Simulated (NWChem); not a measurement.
# CH4F2SSn (SMILES [CH3][Sn]([F])([F])[SH]): levels of theory compared

We compute a comparison of 4 runs (HF/def2-SVP, BLYP/STO-3G, PBE/def2-SVP, PBE0/def2-SVP) of CH4F2SSn. 

The results are computed with NWChem 7.3.0.

## Step 1: The structure to begin with

CH4F2SSn: 9 atoms, total charge 0, spin state singlet. SMILES: `[CH3][Sn]([F])([F])[SH]`. Geometry: relaxed at PBE0-D4/def2-TZVP. This is one conformer, not always the lowest.

Bond lengths: C1–Sn2 2.110 Å, Sn2–F3 1.912 Å, Sn2–F4 1.912 Å, Sn2–S5 2.368 Å, C1–H6 1.089 Å, C1–H7 1.089 Å, C1–H8 1.089 Å, S5–H9 1.345 Å. Some angles: C1–Sn2–F3 109.8°, C1–Sn2–F4 109.9°, C1–Sn2–S5 119.3°, F3–Sn2–F4 100.7°, F3–Sn2–S5 107.8°, F4–Sn2–S5 107.7°, Sn2–C1–H6 107.9°, Sn2–C1–H7 109.3°, Sn2–C1–H8 109.3°, Sn2–S5–H9 91.6°.

## Step 2: Energy and forces at HF/def2-SVP (core potential) (run 1)

struct.nw

```
start struct
title "CH4F2SSn hf"
memory total 2200 mb
charge 0

geometry units angstrom noautosym nocenter noautoz
  C    -1.013400   -0.875400   -0.866200
  Sn    0.479300    0.124800    0.239500
  F     1.175700   -1.037300    1.589100
  F     2.033100    0.378900   -0.846000
  S    -0.030100    2.198600    1.264000
  H    -0.577000   -1.789800   -1.265600
  H    -1.847400   -1.115400   -0.208600
  H    -1.348700   -0.234600   -1.680300
  H     1.216900    2.303800    1.757100
end

basis "ao basis" spherical bse
  * library def2-SVP
end

ecp bse
  Sn library def2-SVP
end

scf
  singlet
  rhf
  thresh 1e-08
  maxiter 80
  print low
end

task scf gradient
```

The run is started by

```console
$ nwchem struct.nw > struct.out
```

Log:

```text
[...]
  functions       =   106
[...]
  wavefunction    = RHF
[...]
         Total SCF energy =   -849.720753791199
      One-electron energy =  -1978.227640835602
      Two-electron energy =    767.389696289082
 Nuclear repulsion energy =    361.117190755321
        Time for solution =     26.3s
[...]
                         RHF ENERGY GRADIENTS
    atom               coordinates                        gradient
                 x          y          z           x          y          z
   1 C      -1.915048  -1.654266  -1.636881    0.001394   0.000419   0.000821
   2 Sn      0.905746   0.235838   0.452589   -0.001802   0.003162   0.001249
   3 F       2.221751  -1.960213   3.002964   -0.000936   0.000269  -0.000926
   4 F       3.842002   0.716017  -1.598708   -0.001253  -0.000304   0.000085
   5 S      -0.056881   4.154752   2.388614   -0.004795  -0.003402  -0.003646
   6 H      -1.090372  -3.382232  -2.391637    0.001363   0.000147   0.000551
   7 H      -3.491080  -2.107800  -0.394197    0.000621   0.000588   0.001335
   8 H      -2.548673  -0.443330  -3.175307    0.000953   0.001260   0.000225
   9 H       2.299608   4.353551   3.320438    0.004456  -0.002139   0.000307
 Task  times  cpu:       35.1s     wall:       35.1s
[...]
```

It took 36 s on 1 thread of Intel Xeon Platinum 8488C (Sapphire Rapids), shared host; peak memory 0.11 GiB.

## Step 3: Energy and gradient at BLYP/STO-3G (run 2)

job.nw

```
START job
memory 2200 mb

GEOMETRY units angstrom noautosym nocenter noautoz
 C       -1.013400      -0.875400      -0.866200
 Sn       0.479300       0.124800       0.239500
 F        1.175700      -1.037300       1.589100
 F        2.033100       0.378900      -0.846000
 S       -0.030100       2.198600       1.264000
 H       -0.577000      -1.789800      -1.265600
 H       -1.847400      -1.115400      -0.208600
 H       -1.348700      -0.234600      -1.680300
 H        1.216900       2.303800       1.757100
END

BASIS spherical bse
 C library STO-3G
 Sn library STO-3G
 F library STO-3G
 S library STO-3G
 H library STO-3G
END

DFT
 xc becke88 lyp
 grid xfine
 convergence energy 1e-08
 maxiter 100
 mulliken
END

TASK dft gradient
```

The run is started by

```console
$ nwchem job.nw > job.out
```

Log:

```text
[...]
          Wavefunction type:  closed shell.
          No. of atoms     :     9
          No. of electrons :    94
[...]
          Charge           :     0
          Spin multiplicity:     1
[...]
          AO basis - number of functions:    55
[...]
              XC Information
              --------------
                    Becke 1988 Exchange Functional  1.000
              Lee-Yang-Parr Correlation Functional  1.000
[...]
 d= 0,ls=0.0,diis     1  -6595.4583754721 -7.26D+03  1.04D-01  8.79D-01     2.3
[...]
 d= 0,ls=0.0,diis    11  -6595.7035763517 -1.30D-09  4.07D-07  1.03D-10    19.2
         Total DFT energy =    -6595.703576351728
      One electron energy =   -10452.581568893736
           Coulomb energy =     3407.351998847075
    Exchange-Corr. energy =     -215.326317301609
 Nuclear repulsion energy =      664.852310996544
[...]
      Total Density - Mulliken Population Analysis
     ---------------------------------------------
    Atom       Charge   Shell Charges
 -----------   ------   -------------------------------------------------------
    1 C    6     6.40   1.99  1.24  3.17
    2 Sn  50    49.23   2.00  2.00  6.00  2.00  5.99  2.01  5.97  1.17  2.15 10.00  9.94
    3 F    9     9.22   2.00  1.97  5.25
    4 F    9     9.22   2.00  1.97  5.25
    5 S   16    16.10   2.00  2.00  5.95  1.92  4.23
    6 H    1     0.93   0.93
    7 H    1     0.93   0.93
    8 H    1     0.93   0.93
    9 H    1     1.03   1.03
[...]
  wavefunction    = closed shell
                         DFT ENERGY GRADIENTS
    atom               coordinates                        gradient
                 x          y          z           x          y          z
   1 C      -1.915048  -1.654266  -1.636881   -0.017945  -0.016031  -0.015527
   2 Sn      0.905746   0.235838   0.452589   -0.000442   0.004637   0.002587
   3 F       2.221751  -1.960213   3.002964   -0.002469   0.003735  -0.003458
   4 F       3.842002   0.716017  -1.598708   -0.004735  -0.000023   0.003050
   5 S      -0.056881   4.154752   2.388614    0.020108  -0.005278   0.003912
   6 H      -1.090372  -3.382232  -2.391637    0.001796   0.010443   0.006857
   7 H      -3.491080  -2.107800  -0.394197    0.011634   0.005398  -0.000646
   8 H      -2.548673  -0.443330  -3.175307    0.008005  -0.000912   0.009899
   9 H       2.299608   4.353551   3.320438   -0.015953  -0.001970  -0.006675
[...]
```

Run time: 26 s. Hardware: 1 thread of Intel Xeon Platinum 8488C (Sapphire Rapids), shared host; peak memory 0.15 GiB.

Run 3 isn't shown in full; the table further down has it.

## Step 4: Energy and forces at PBE0/def2-SVP (core potential) (run 4)

ch4f2ssn.xyz

```xyz
9
CH4F2SSn
C     -1.013400    -0.875400    -0.866200
Sn     0.479300     0.124800     0.239500
F      1.175700    -1.037300     1.589100
F      2.033100     0.378900    -0.846000
S     -0.030100     2.198600     1.264000
H     -0.577000    -1.789800    -1.265600
H     -1.847400    -1.115400    -0.208600
H     -1.348700    -0.234600    -1.680300
H      1.216900     2.303800     1.757100
```

run.py

```python
from ase.io import read
from ase.calculators.nwchem import NWChem

system = read('ch4f2ssn.xyz')

calc = NWChem(
    label='ch4f2ssn',
    theory='dft',
    memory='2200 mb',
    basis='def2-SVP',
    basispar='spherical bse',
    dft={'xc': 'pbe0', 'mult': '1', 'grid': 'fine', 'convergence': 'energy 1e-08', 'iterations': '100', 'mulliken': None},
    **{'ecp bse': {'Sn library': 'def2-SVP'}},
)
system.calc = calc

forces = system.get_forces()
print("Total energy (eV):", round(system.get_potential_energy(), 6))
print("forces (eV/A):")
for s, f in zip(system.symbols, forces):
    print(f"{s:2s} {f[0]:10.5f} {f[1]:10.5f} {f[2]:10.5f}")
print("dipole (e A):", system.get_dipole_moment().round(4))
```

The run is started by

```console
$ export ASE_NWCHEM_COMMAND="nwchem PREFIX.nwi > PREFIX.nwo"
$ python run.py
```

Log:

```text
Total energy (eV): -23186.446098
forces (eV/A):
C     0.07631    0.10840    0.08598
Sn   -0.47329    0.04571   -0.14300
F     0.22626   -0.35168    0.41873
F     0.48578    0.07940   -0.32365
S    -0.26894    0.25968    0.05764
H     0.12850   -0.26791   -0.11709
H    -0.25197   -0.07400    0.18075
H    -0.10793    0.17622   -0.23752
H     0.18522    0.02422    0.07811
dipole (e A): [-0.5951  0.0159 -0.201 ]
```

The calculator wrote ch4f2ssn.nwi:

```
title "ch4f2ssn"

permanent_dir ch4f2ssn

scratch_dir ch4f2ssn

start ch4f2ssn

geometry units angstrom nocenter noautosym noautoz
  C  -1.0134000000000001e+00 -8.7539999999999996e-01 -8.6619999999999997e-01
  Sn 4.7930000000000000e-01 1.2479999999999999e-01 2.3949999999999999e-01
  F  1.1757000000000000e+00 -1.0373000000000001e+00 1.5891000000000000e+00
  F  2.0331000000000001e+00 3.7890000000000001e-01 -8.4599999999999997e-01
  S  -3.0099999999999998e-02 2.1985999999999999e+00 1.2640000000000000e+00
  H  -5.7699999999999996e-01 -1.7898000000000001e+00 -1.2656000000000001e+00
  H  -1.8473999999999999e+00 -1.1153999999999999e+00 -2.0860000000000001e-01
  H  -1.3487000000000000e+00 -2.3460000000000000e-01 -1.6802999999999999e+00
  H  1.2169000000000001e+00 2.3037999999999998e+00 1.7571000000000001e+00
end

memory 2200 mb

basis spherical bse noprint
   * library def2-SVP
end

dft
  xc pbe0
  mult 1
  grid fine
  convergence energy 1e-08
  iterations 100
  mulliken
end
ecp bse
  Sn library def2-SVP
end

task dft gradient
```

ch4f2ssn.nwo:

```text
Northwest Computational Chemistry Package (NWChem) 7.3.0
             --------------------------------------------------------

           Job information
           ---------------

    nwchem branch   = 7.3.0
    use scalapack   = T
    input           = ch4f2ssn.nwi
    prefix          = ch4f2ssn.
    data base       = ch4f2ssn/ch4f2ssn.db
    status          = startup
    nproc           =        1

           Memory information
           ------------------

    heap     =     72089596 doubles =      550.0 Mbytes
    stack    =     72089601 doubles =      550.0 Mbytes
    global   =    144179200 doubles =     1100.0 Mbytes (distinct from heap & stack)
    total    =    288358397 doubles =     2200.0 Mbytes
    verify   = yes
    hardfail = no

[... 114 lines left out ...]
  convergence criterion.
[... 41 lines left out ...]
          Spatial weights used:  Erf1
[... 74 lines left out ...]
         Total DFT energy =     -852.086184705840
[... 3 lines left out ...]
 Nuclear repulsion energy =      361.117190755320
[... 824 lines left out ...]
          Convergence on gradient requested:  5.00D-04
[... 28 lines left out ...]
          total energy or number of iterations.
[... 26 lines left out ...]
                         DFT ENERGY GRADIENTS

    atom               coordinates                        gradient
                 x          y          z           x          y          z
   1 C      -1.915048  -1.654266  -1.636881   -0.001484  -0.002108  -0.001672
   2 Sn      0.905746   0.235838   0.452589    0.009204  -0.000889   0.002781
   3 F       2.221751  -1.960213   3.002964   -0.004400   0.006839  -0.008143
[... 5 lines of this table left out ...]
   9 H       2.299608   4.353551   3.320438   -0.003602  -0.000471  -0.001519

                 ----------------------------------------
                 |  Time  |  1-e(secs)   |  2-e(secs)   |
                 ----------------------------------------
                 |  CPU   |       0.07   |       6.99   |
                 ----------------------------------------
                 |  WALL  |       0.07   |       6.99   |
                 ----------------------------------------

 Task  times  cpu:       35.9s     wall:       35.9s
 Total times  cpu:       35.9s     wall:       35.9s
```

Wall time 37 s (1 thread of Intel Xeon Platinum 8488C (Sapphire Rapids), shared host); peak memory 0.14 GiB.

## Step 5: Overview of the runs

```tsv
run	level	core potential	iteration cap	energy (Eh)	largest force (eV/Å)	wall time
1	HF/def2-SVP (core potential)	def2-SVP	80	-849.720754	0.356	36 s
2	BLYP/STO-3G	–	100	-6595.703576	1.473	26 s
3	PBE/def2-SVP (core potential)	def2-SVP	100	-852.035455	1.164	39 s
4	PBE0/def2-SVP (core potential)	def2-SVP	100	-852.086185	0.592	37 s
```

## Step 6: Outcome

| quantity | value |
| --- | --- |
| run 4: total energy | -852.08618 Eh |
| run 4: dipole moment | 3.02 D |
| run 4: HOMO energy | -7.99 eV |
| run 4: LUMO energy | -1.23 eV |
| run 4: HOMO–LUMO gap | 6.76 eV |
| run 4: largest force on an atom | 0.592 eV/Å |

In words: Over runs 2, 3, 4 the dipole moment (its size) runs from 0.52 D (BLYP/STO-3G) to 3.02 D (PBE0/def2-SVP). The two ends differ in method and basis and core potential. Over runs 2, 3, 4 the HOMO–LUMO gap runs from 4.47 eV (PBE/def2-SVP) to 6.76 eV (PBE0/def2-SVP). Totals of different functionals can't be ranked against each other. Some runs of one species differ in core potentials or relativity; totals across that change don't compare. In run 2 the basis is minimal, so the values are rough. In run 2 relativity is left out where basis or elements ask for it. All runs together took 2.3 min, the longest 39 s.
